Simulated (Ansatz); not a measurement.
Predict the output of the script below (Ansatz 0.2.0, Python API).

`scf.py`
```python
# -*- coding: utf-8 -*-
from collections import Counter
import json

import ansatz
from ase.data import atomic_numbers
import numpy as np
from pymatgen.core import Lattice, Structure
from pymatgen.io.ase import AseAtomsAdaptor
import spglib

MESH = (6, 6, 4)

pmg_structure = Structure(
    Lattice([(2.79878, 0.0, 0.0), (-1.39939, 2.42382, 0.0), (0.0, 0.0, 4.61827)]),
    ["Ni", "O", "O"],
    [
        (0.00159, 0.02089, 0.48715),
        (0.66008, 0.27293, 0.72471),
        (0.38274, 0.72284, 0.31589),
    ],
)
crystal = ansatz.Crystal.from_ase(AseAtomsAdaptor.get_atoms(pmg_structure)).moments(Ni=1.0)

setup = (
    crystal.calculation()
    .functional(ansatz.Functional.PBESOL)
    .pseudopotentials("paw")
    .kpoints(*MESH)
    .occupations(ansatz.OccupationsMethod.COLD, width=100 * ansatz.meV)
    .spin(ansatz.SpinTreatment.COLLINEAR)
    .hubbard("Ni", "d", u_eff=2.0)
    .band_table()
    .stress()
)
res = setup.run(events_out="events.ndjson")
r = res.report
with open("events.ndjson") as stream:
    kinds = Counter(json.loads(line)["event"] for line in stream)
print("events:", {kind: kinds[kind] for kind in ("scf_iter", "scf_done", "notice", "finished")})

for key in ("converged", "n_iterations", "n_electrons", "n_kpoints", "n_pw", "n_symmetry_ops", "free_energy_ev", "fermi_energy_ev"):
    print(f"{key:18s} {r[key]}")

spg_cell = (res.lattice.cell_ang, [s.position_frac for s in res.lattice.sites], [atomic_numbers[s.symbol] for s in res.lattice.sites])
found = spglib.get_symmetry_dataset(spg_cell, symprec=1e-3)
print(found.international, found.number, "point group", found.pointgroup)
for site, letter, group in zip(res.lattice.sites, found.wyckoffs, found.site_symmetry_symbols):
    print(f"  {site.symbol:2s} Wyckoff {letter}  site symmetry {group}")

print("site moments (muB):", [round(m, 2) for m in r["site_moments_mub"]])
print("electrons up, down:", [round(n, 3) for n in r["spin_occupation_sums"]])

print("band  energy (eV)  occupation, at k =", r["kpoints_frac"][0])
for band, (e, occ) in enumerate(zip(r["eigenvalues_ev"][0], r["occupations"][0]), start=1):
    print(f"{band:4d} {e:12.4f} {occ:9.4f}")

sigma = r["stress_gpa"]
voigt = [sigma[0][0], sigma[1][1], sigma[2][2], sigma[1][2], sigma[0][2], sigma[0][1]]
print("stress xx yy zz yz xz xy (GPa, compression positive):", " ".join(f"{s:.3f}" for s in voigt))
print("P =", round(10 * float(np.mean(voigt[:3])), 2), "kbar")
```

Output of `python scf.py`:
```text
DeckWarning: basis.ecutwfc = 420 eV, auto-derived from the records' recommended cutoffs: set by Ni (normal level)
RunWarning: the starting moments were not kept: the SCF closed with an absolute magnetisation of 7.7e-6 μB, where they sum to 1 μB in size (1 site). That is at most 0.1 of that sum. Measured as dr2_m measures the in/out step, that magnetisation stands 5.7e-11 [...]
events: {'scf_iter': 24, 'scf_done': 1, 'notice': 6, 'finished': 1}
converged          True
n_iterations       24
n_electrons        30.0
n_kpoints          76
n_pw               603
n_symmetry_ops     1
free_energy_ev     -6922.029740918313
fermi_energy_ev    7.606858902026285
P1 1 point group 1
  Ni Wyckoff a  site symmetry 1
  O  Wyckoff a  site symmetry 1
  O  Wyckoff a  site symmetry 1
site moments (muB): [0.0, -0.0, -0.0]
electrons up, down: [15.0, 15.0]
band  energy (eV)  occupation, at k = [0.0, 0.0, 0.0]
   1     -96.5707    1.0000
   2     -57.3041    1.0000
   3     -57.0679    1.0000
   4     -56.8378    1.0000
   5     -12.6037    1.0000
   6      -9.8330    1.0000
   7       0.8927    1.0000
   8       1.0940    1.0000
   9       1.4411    1.0000
  10       3.9905    1.0000
  11       4.3825    1.0000
  12       5.8512    1.0000
  13       6.3195    1.0000
  14       6.5447    1.0000
  15       7.0534    1.0000
  16       8.9922    0.0000
  17       9.9362    0.0000
  18      14.6796    0.0000
  19      18.3392    0.0000
  20      21.6735    0.0000
stress xx yy zz yz xz xy (GPa, compression positive): 12.365 -1.065 2.388 16.680 2.582 2.956
P = 45.63 kbar
```
(Warnings from the package without file and line, shortened.)

Absolute energies stand on the zero of these potentials, so only differences at equal settings mean something. A total without «per atom» is that of the cell as typed. The SCF didn't keep the moments it started from (some shrank, vanished or turned); what is printed is the state reached. The levels shown are those of the first spin channel. An absolute Fermi energy rests on an arbitrary zero of the periodic potential and has no direct meaning. With one magnetic atom the cell can hold only ferromagnetic order. An opening on this mesh may only mean that it misses a point where bands touch. The cell is a database structure, distorted on purpose. Levels are Kohn-Sham eigenvalues on this mesh. The whole script took 17 s on 1 thread of Intel(R) Xeon(R) Platinum 8488C (Sapphire Rapids), with other jobs on the host, peak memory 0.57 GiB.

(A comment or docstring line of the script was reworded after the run, the code is as it ran; lines on the test bed's own set-up are left out of the output.)
